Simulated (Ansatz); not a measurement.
# CH₄ClFSn: small, medium and large basis sets

An exercise on one series of results from a longer session: the logs are not shown, and one member is left open.

Computed with Ansatz 0.2.0, Gaussian basis. Level: one geometry, several basis sets.

Plan: PBE0-D4/def2-SVP; ωB97M-V/def2-SVP; PBE0-D4/def2-QZVPP; ωB97M-V/def2-QZVPP; the functionals' def2-TZVPP values are taken from earlier runs.

1 further run of the same task is left out (for a known fault of the program).

## Structure used throughout

The geometry comes from an earlier relaxation with PBE0-D4 in a triple-zeta def2 set; it is a stationary point, not always the lowest conformer. Sn takes the def2 core potential; no spin-orbit term is included.

8 atoms, charge 0, spin multiplicity 1.

Atoms are counted from 1 here; the program's logs count them from 0.

Bond lengths: F1–Sn2 1.931 Å, Sn2–C3 2.145 Å, Sn2–H5 1.700 Å, Sn2–H6 1.700 Å, C3–Cl4 1.784 Å, C3–H7 1.088 Å, C3–H8 1.088 Å. Angles: F1–Sn2–C3 104.1°, F1–Sn2–H5 105.5°, F1–Sn2–H6 105.5°, C3–Sn2–H5 112.5°, C3–Sn2–H6 112.5°, H5–Sn2–H6 115.6°, Sn2–C3–Cl4 107.9°, Sn2–C3–H7 111.5°, Sn2–C3–H8 111.5°, Cl4–C3–H7 108.2°, Cl4–C3–H8 108.2°, H7–C3–H8 109.5°.

Set-up of the first run:

Input file in.yaml:

```yaml
crystal:
  periodic: [false, false, false]
  atoms:
    - {symbol: F, position_ang: [-2.118339, 1.045125, 0.364631]}
    - {symbol: Sn, position_ang: [-0.300692, 0.925230, -0.274768]}
    - {symbol: C, position_ang: [0.329159, -1.042426, 0.301581]}
    - {symbol: Cl, position_ang: [2.012009, -1.262292, -0.246747]}
    - {symbol: H, position_ang: [-0.400533, 1.107675, -1.961979]}
    - {symbol: H, position_ang: [0.550078, 2.146871, 0.546046]}
    - {symbol: H, position_ang: [-0.283930, -1.809639, -0.166430]}
    - {symbol: H, position_ang: [0.304447, -1.167644, 1.381965]}
basis:
  gaussian: {orbitals: def2-SVP}
hamiltonian: {xc: pbe0, dispersion: d4}
output: {orbitals: {seedname: orbitals}}
```

Started as:

```
$ ansatz run in.yaml --threads 4 --pin off --events-out ev --progress --plain --max-ram 10444MiB
```

Steps of the session up to this table: PBE0-D4 in def2-SVP; ωB97M-V in def2-SVP; PBE0-D4 in def2-QZVPP; ωB97M-V in def2-QZVPP.

One of the session's tables, all rows but one given; the rest of the session is left out.

It belongs to the step «Density functionals: the series». 

| functional | basis | HOMO (eV) |
| --- | --- | --- |
| PBE0-D4 | def2-SVP | -7.98 |
| PBE0-D4 | def2-TZVPP | -8.12 |
| PBE0-D4 | def2-QZVPP | -8.15 |
| ωB97M-V | def2-SVP | -10.14 |
| ωB97M-V | def2-TZVPP | -10.31 |
| ωB97M-V | def2-QZVPP | ? |

Estimate the missing values for ωB97M-V, def2-QZVPP.

The run gave: HOMO (eV): -10.35. In the column «HOMO (eV)» it is the lowest.
